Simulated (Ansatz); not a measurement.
# C8H14FHfNO: relaxing the structure

Aim: relax C8H14FHfNO from a cheap starting geometry.

Method: RKS PBE0-D4/def2-TZVP; program: Ansatz 0.2.0, Gaussian basis.

Plan: relaxation at PBE0-D4/def2-TZVP.

1 further run of the same task is left out (set aside as unsound or not needed).

### Step 1. The system as given

SMILES `C[O][Hf]1234([F])([N](C)C)[CH]5[CH]1[CH]2[CH]3[CH]54`, 26 atoms, charge 0, spin multiplicity 1.

Atoms are counted from 1 here; the program's logs count them from 0.

Bond lengths: C1–O2 1.396 Å, C1–H13 1.102 Å, C1–H14 1.102 Å, C1–H15 1.099 Å, O2–Hf3 1.864 Å, Hf3–F4 1.884 Å, Hf3–N5 1.982 Å, Hf3–C8 2.437 Å, Hf3–C9 2.426 Å, Hf3–C10 2.423 Å, Hf3–C11 2.449 Å, Hf3–C12 2.460 Å, N5–C6 1.457 Å, N5–C7 1.457 Å, C6–H16 1.100 Å, C6–H17 1.094 Å, C6–H18 1.106 Å, C7–H19 1.100 Å and more. Angles: O2–C1–H13 110.9°, O2–C1–H14 111.5°, O2–C1–H15 109.5°, H13–C1–H14 109.1°, H13–C1–H15 107.4°, H14–C1–H15 108.3°, C1–O2–Hf3 119.1°, O2–Hf3–F4 100.9°, O2–Hf3–N5 103.2°, O2–Hf3–C8 145.8°, O2–Hf3–C9 126.1°, O2–Hf3–C10 94.2°, O2–Hf3–C11 90.2°, O2–Hf3–C12 117.7°, F4–Hf3–N5 101.9°, F4–Hf3–C8 94.0°, F4–Hf3–C9 127.4°, F4–Hf3–C10 139.4° and more.

Coordinates:

```xyz
26

C     2.0050    1.9405   -0.0600
O     1.6158    0.6823   -0.5223
Hf    0.2530   -0.2291    0.3651
F     0.5248    0.3576    2.1346
N    -1.3744    0.7767   -0.1527
C    -1.5659    1.9658    0.6669
C    -1.3889    1.1452   -1.5623
C    -0.6107   -2.4064    1.0389
C    -0.7918   -2.2947   -0.3598
C     0.4892   -2.2419   -0.9628
C     1.4578   -2.3396    0.0656
C     0.7776   -2.4445    1.2972
H     1.5082    2.7402   -0.6331
H     1.7735    2.0676    1.0102
H     3.0884    2.0628   -0.1953
H    -2.5426    2.4251    0.4550
H    -1.5432    1.6853    1.7235
H    -0.7899    2.7313    0.4790
H    -2.3627    1.5809   -1.8317
H    -0.6128    1.8921   -1.8099
H    -1.2329    0.2552   -2.1805
H    -1.3930   -2.5878    1.7631
H    -1.7348   -2.3853   -0.8818
H     0.6925   -2.2940   -2.0240
H     2.5230   -2.4548   -0.0823
H     1.2347   -2.6308    2.2595
```

The start is a GFN2-xTB geometry. Hf takes the def2 core potential; no spin-orbit term is included.

### Step 2. Relaxation at PBE0-D4/def2-TZVP

Input file in.yaml:

```yaml
crystal:
  periodic: [false, false, false]
  atoms:
    - {symbol: C, position_ang: [2.004950, 1.940520, -0.059950]}
    - {symbol: O, position_ang: [1.615750, 0.682340, -0.522300]}
    - {symbol: Hf, position_ang: [0.253030, -0.229090, 0.365070]}
    - {symbol: F, position_ang: [0.524820, 0.357620, 2.134620]}
    - {symbol: N, position_ang: [-1.374360, 0.776700, -0.152700]}
    - {symbol: C, position_ang: [-1.565870, 1.965830, 0.666850]}
    - {symbol: C, position_ang: [-1.388890, 1.145230, -1.562260]}
    - {symbol: C, position_ang: [-0.610650, -2.406400, 1.038870]}
    - {symbol: C, position_ang: [-0.791820, -2.294670, -0.359810]}
    - {symbol: C, position_ang: [0.489230, -2.241900, -0.962820]}
    - {symbol: C, position_ang: [1.457800, -2.339610, 0.065630]}
    - {symbol: C, position_ang: [0.777590, -2.444470, 1.297170]}
    - {symbol: H, position_ang: [1.508150, 2.740160, -0.633120]}
    - {symbol: H, position_ang: [1.773480, 2.067610, 1.010150]}
    - {symbol: H, position_ang: [3.088350, 2.062840, -0.195320]}
    - {symbol: H, position_ang: [-2.542570, 2.425100, 0.454990]}
    - {symbol: H, position_ang: [-1.543160, 1.685300, 1.723510]}
    - {symbol: H, position_ang: [-0.789900, 2.731330, 0.479030]}
    - {symbol: H, position_ang: [-2.362730, 1.580900, -1.831680]}
    - {symbol: H, position_ang: [-0.612760, 1.892150, -1.809940]}
    - {symbol: H, position_ang: [-1.232860, 0.255240, -2.180540]}
    - {symbol: H, position_ang: [-1.392980, -2.587800, 1.763110]}
    - {symbol: H, position_ang: [-1.734820, -2.385260, -0.881770]}
    - {symbol: H, position_ang: [0.692450, -2.294050, -2.024000]}
    - {symbol: H, position_ang: [2.523000, -2.454760, -0.082330]}
    - {symbol: H, position_ang: [1.234730, -2.630830, 2.259550]}
basis:
  gaussian: {orbitals: def2-TZVP}
hamiltonian: {xc: pbe0, dispersion: d4}
relax: {f_tol: 0.005, max_steps: 150}
```

The run is started by

```sh
$ ansatz run in.yaml --threads 11 --pin off --events-out ev --progress --plain --max-ram 174080MiB --backend cuda --devices 0, --max-vram 75GiB
```

Before running them: what should the planned runs give, taken together? Wanted: point group; shift from the start; total energy; dispersion term; dipole moment.

The runs gave:

```
                  quantity           value
               point group              C1
                     steps              35
shift from the start (rms)         0.982 Å
              total energy  -16079.6268 eV
           dispersion term        -605 meV
             dipole moment          2.42 D
```

In words: The relaxed geometry lies 0.98 Å (rms) from the start; the bond that changed most is Hf3–C10, from 2.423 to 2.539 Å. No vibrations were run, so it is not proven to be a minimum. The largest Mulliken charge, +1.09 e, sits on Hf3.
